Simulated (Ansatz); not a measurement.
**Scandium, bcc under BLYP: ground state and equation of state**

Aim: take scandium in the bcc structure, relax it, solve it on a dense k-mesh, then scale the cell to 7 volumes from 88 to 112 % of the relaxed one and try a fit of the equation of state. Spin polarisation is left out. The k-meshes are 12×12×12 for the relaxation; 20×20×20 for the dense run; 14×14×14 for the volumes.

This is Sc in the bcc structure; at room conditions it is hcp.

Method: DFT BLYP, plane waves (420 eV) with PAW, scalar-relativistic; the PAW data stem from PBE, with regenerated cores, in Ansatz 0.2.0.

## 1. The starting structure

It takes space group Im-3m (No. 229, cubic). Conventional cell: a = 3.684 Å, b = 3.684 Å, c = 3.684 Å, α = 90.00°, β = 90.00°, γ = 90.00°. Sc (site symmetry m-3m) has 8 Sc at 3.19 Å as nearest neighbours.

Structure file:

```
Sc
1.0
    -1.84207    1.84207    1.84207
     1.84207   -1.84207    1.84207
     1.84207    1.84207   -1.84207
Sc
1
Direct
  0.00000 0.00000 0.00000
```

## 2. Relaxation of the cell

Input file input.yaml:

```yaml
crystal:
  lattice:
    - [-1.8420678645, 1.8420678645, 1.8420678645]
    - [1.8420678645, -1.8420678645, 1.8420678645]
    - [1.8420678645, 1.8420678645, -1.8420678645]
  atoms:
    - { symbol: Sc, position: [0.0, 0.0, 0.0] }
hamiltonian:
  xc: blyp
  pseudopotentials:
    kind: paw
    azcp:
      Sc: "pseudopotentials/Sc.paw.azcp"
basis:
  ecutwfc: 420
  fft_grid_basis: typed
kpoints:
  mp_grid: { grid: [12, 12, 12], shift: [0, 0, 0] }
magnetization:
  spin_polarized: false
scf:
  occupations: { method: fermi_dirac, width: 0.1 }
relax:
  max_steps: 60
  f_tol: 0.01
  cell: {}
output:
  write_density: true
  write_potential: true
  elf: true
  volumetric_format: npy
```

Further steps of the session: Single point on a dense mesh; Volume × 0.88; Volume × 0.92; Volume × 0.96; Volume × 1.0; Volume × 1.04; Volume × 1.08; Volume × 1.12.

**Question.** What will these runs give? Wanted: space group; conventional cell; volume; shortest distance; gap on the mesh; relative to hcp; V₀, B₀, B₀′.

**Answer**, as computed:

| quantity | value |
| --- | --- |
| space group (spins left aside) | Im-3m (No. 229) |
| conventional cell | a = 3.696 Å |
| volume | 25.244 Å³/atom |
| shortest distance | 3.201 Å |
| gap on the mesh | none (levels filled in part) |
| relative to hcp | +108 meV/atom |
| V₀, B₀, B₀′ | 25.124 Å³/atom, 51 GPa, 3.4 |

In words: From the guessed start the volume grew by 1.0 % in 3 steps. It lies 108 meV/atom above the element's reference form at the same level (hcp, from a run of its own). Levels at the Fermi energy are filled in part, as in a metal. B₀ comes out at 51 GPa. The symmetry was held, so the structure may be unstable against distortions that break it.
